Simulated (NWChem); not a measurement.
**One shape, several levels: CuCl2 (SMILES [Cl][Cu][Cl])**

We compute a comparison of 3 runs (UB3LYP/6-31G*, UCCSD/6-31G) of CuCl2. 

The calculation is run with NWChem 7.3.0.

2 further runs of the same task are left out: 2 that didn't finish.

## (1) The structure to begin with

The species is CuCl2 (3 atoms), meant as a doublet with charge 0. As SMILES, `[Cl][Cu][Cl]`. Geometry: a GFN2-xTB relaxation, a rough one for these elements and not checked as a minimum.

Bond lengths: Cu1–Cl2 2.035 Å, Cu1–Cl3 2.034 Å. Angles: Cl2–Cu1–Cl3 180.0°.

## (2) Energy and forces at UB3LYP/6-31G(d) (spherical functions) (run 1)

cl2cu.nw

```
start cl2cu
memory 2200 mb
geometry units angstrom noautosym nocenter noautoz
   Cu    -0.000180    -0.000100    -0.000330
   Cl    -0.015280    -0.019280     2.034520
   Cl     0.015460     0.019390    -2.034190
end
basis spherical bse
   * library 6-31G*
end
dft
   xc b3lyp
   mult 2
   grid xfine
   convergence energy 1e-08
   maxiter 100
   mulliken
end
task dft gradient
```

The run is started by

```sh
$ nwchem cl2cu.nw > cl2cu.out
```

Log:

```text
[...]
          Wavefunction type:  spin polarized.
          No. of atoms     :     3
          No. of electrons :    63
[...]
          Charge           :     0
          Spin multiplicity:     2
[...]
          AO basis - number of functions:    70
[...]
              XC Information
              --------------
                         B3LYP Method XC Potential
                     Hartree-Fock (Exact) Exchange  0.200
                        Slater Exchange Functional  0.800 local
                    Becke 1988 Exchange Functional  0.720 non-local
              Lee-Yang-Parr Correlation Functional  0.810
                  VWN I RPA Correlation Functional  0.190 local
[...]
 d= 0,ls=0.0,diis     1  -2560.5481323801 -2.85D+03  2.92D-02  3.62D-01     2.2
[...]
 d= 0,ls=0.5,diis    41  -2560.7162495340 -7.32D-09  1.21D-08  4.26D-09    63.6
[...]
         Total DFT energy =    -2560.716249538042
      One electron energy =    -4141.163580040318
           Coulomb energy =     1410.210963115036
    Exchange-Corr. energy =     -123.808091666396
 Nuclear repulsion energy =      294.044459053636
[...]
      Total Density - Mulliken Population Analysis
     ---------------------------------------------
    Atom       Charge   Shell Charges
 -----------   ------   -------------------------------------------------------
    1 Cu  29    28.51   2.00  2.00  6.00  2.00  6.00  0.64  0.62  0.07  0.04  6.12  3.02  0.01
    2 Cl  17    17.25   2.00  2.00  5.97  1.41  3.62  0.52  1.71  0.02
    3 Cl  17    17.25   2.00  2.00  5.97  1.41  3.62  0.52  1.71  0.02
[...]
      <S2> =      0.7517 (Exact =     0.7500)
[...]
  wavefunction    = open shell
                         DFT ENERGY GRADIENTS
    atom               coordinates                        gradient
                 x          y          z           x          y          z
   1 Cu     -0.000340  -0.000189  -0.000624   -0.000000  -0.000000  -0.000338
   2 Cl     -0.028875  -0.036434   3.844685    0.000079   0.000100  -0.010480
   3 Cl      0.029215   0.036642  -3.844062   -0.000079  -0.000100   0.010818
[...]
```

It took 71 s on 1 thread of Intel Xeon 6975P-C (Granite Rapids), shared host; peak memory 0.13 GiB.

## (3) Energy and forces at UB3LYP/6-31G(d) (Cartesian functions) (run 2)

cl2cu.nw

```
start cl2cu
title "Cl2Cu gradient"
memory stack 880 mb heap 220 mb global 1100 mb
charge 0
geometry units atomic noautosym nocenter noautoz
Cu    -0.00034015    -0.00018897    -0.00062361
Cl    -0.02887502    -0.03643392     3.84468560
Cl     0.02921517     0.03664179    -3.84406199
end
basis "ao basis"
* library 6-31G*
end
dft
xc b3lyp
mult 2
grid xfine
convergence energy 1e-08
iterations 100
mulliken
print medium
end
task dft gradient
```

The run is started by

```sh
$ nwchem cl2cu.nw > cl2cu.out
```

Log:

```text
[...]
          Wavefunction type:  spin polarized.
          No. of atoms     :     3
          No. of electrons :    63
[...]
          Charge           :     0
          Spin multiplicity:     2
[...]
          AO basis - number of functions:    77
[...]
              XC Information
              --------------
                         B3LYP Method XC Potential
                     Hartree-Fock (Exact) Exchange  0.200
                        Slater Exchange Functional  0.800 local
                    Becke 1988 Exchange Functional  0.720 non-local
              Lee-Yang-Parr Correlation Functional  0.810
                  VWN I RPA Correlation Functional  0.190 local
[...]
 d= 0,ls=0.0,diis     1  -2560.5572366703 -2.85D+03  3.13D-02  5.13D-01     2.5
[...]
 d= 0,ls=0.5,diis    52  -2560.7306410275 -8.19D-09  3.75D-07  6.88D-10    87.6
[...]
         Total DFT energy =    -2560.730641036018
      One electron energy =    -4141.036681997226
           Coulomb energy =     1410.029497861938
    Exchange-Corr. energy =     -123.767894420349
 Nuclear repulsion energy =      294.044437519618
[...]
      Total Density - Mulliken Population Analysis
     ---------------------------------------------
    Atom       Charge   Shell Charges
 -----------   ------   -------------------------------------------------------
    1 Cu  29    28.35   2.00  2.00  6.00  1.97  6.00  0.56  0.42  0.10  0.06  6.13  3.05  0.06
    2 Cl  17    17.33   2.00  1.99  5.97  1.46  3.62  0.55  1.76 -0.03
    3 Cl  17    17.33   2.00  1.99  5.97  1.46  3.62  0.55  1.76 -0.03
[...]
      <S2> =      0.7517 (Exact =     0.7500)
[...]
  wavefunction    = open shell
                         DFT ENERGY GRADIENTS
    atom               coordinates                        gradient
                 x          y          z           x          y          z
   1 Cu     -0.000340  -0.000189  -0.000624    0.000002   0.000000  -0.000332
   2 Cl     -0.028875  -0.036434   3.844686    0.000047   0.000062  -0.006341
   3 Cl      0.029215   0.036642  -3.844062   -0.000049  -0.000062   0.006673
[...]
```

It took 95 s on 1 thread of Intel Xeon 6975P-C (Granite Rapids), shared host; peak memory 0.13 GiB.

## (4) A single-point energy at UCCSD/6-31G (run 3)

cl2cu.nw

```
start cl2cu
memory stack 880 mb heap 220 mb global 1100 mb

geometry units angstroms noautosym nocenter noautoz
Cu   -0.000180   -0.000100   -0.000330
Cl   -0.015280   -0.019280    2.034520
Cl    0.015460    0.019390   -2.034190
end

basis spherical bse
* library 6-31G
end

scf
doublet
uhf
thresh 1e-08
maxiter 80
print low
end

tce
scf
ccsd
freeze core 15
maxiter 60
end

task tce energy
```

The run is started by

```sh
$ nwchem cl2cu.nw > cl2cu.out
```

Log:

```text
[...]
  functions       =    53
[...]
  wavefunction    = UHF
[...]
         Total SCF energy =  -2557.698523786712
      One electron energy =  -4138.880038385038
      Two electron energy =   1287.137055544690
 Nuclear repulsion energy =    294.044459053636
                       Sz =      0.5000
                 Sz(Sz+1) =      0.7500
                      S^2 =      0.7510
[...]
         Wavefunction type : Unrestricted Hartree-Fock
          No. of electrons :    63
[...]
         Spin multiplicity : doublet
[...]
 CCSD total energy / hartree       =     -2557.994221292812199
[...]
```

Run time: 23 s. Hardware: 1 thread of Intel Xeon 6975P-C (Granite Rapids), shared host; peak memory 0.21 GiB.

## (5) Overview of the runs

```csv
run,level,Cartesian functions,task,energy (Eh),dipole moment (D),HOMO energy (eV),LUMO energy (eV),wall time
1,UB3LYP/6-31G* (spherical functions),no,gradient,-2560.716250,0.00,-8.36,-5.72,71 s
2,UB3LYP/6-31G* (Cartesian functions),yes,gradient,-2560.730641,0.00,-8.35,-5.66,95 s
3,UCCSD/6-31G,no,energy,-2557.994221,–,–,–,23 s
```

## (6) Summary of results

| quantity | value |
| --- | --- |
| run 3: total energy | -2557.99422 Eh |
| run 3: correlation energy (15 core orbitals frozen) | -295.7 mEh |
| run 3: ⟨S²⟩ of the reference determinant | 0.751 |

All runs together took 3.1 min, the longest 95 s.
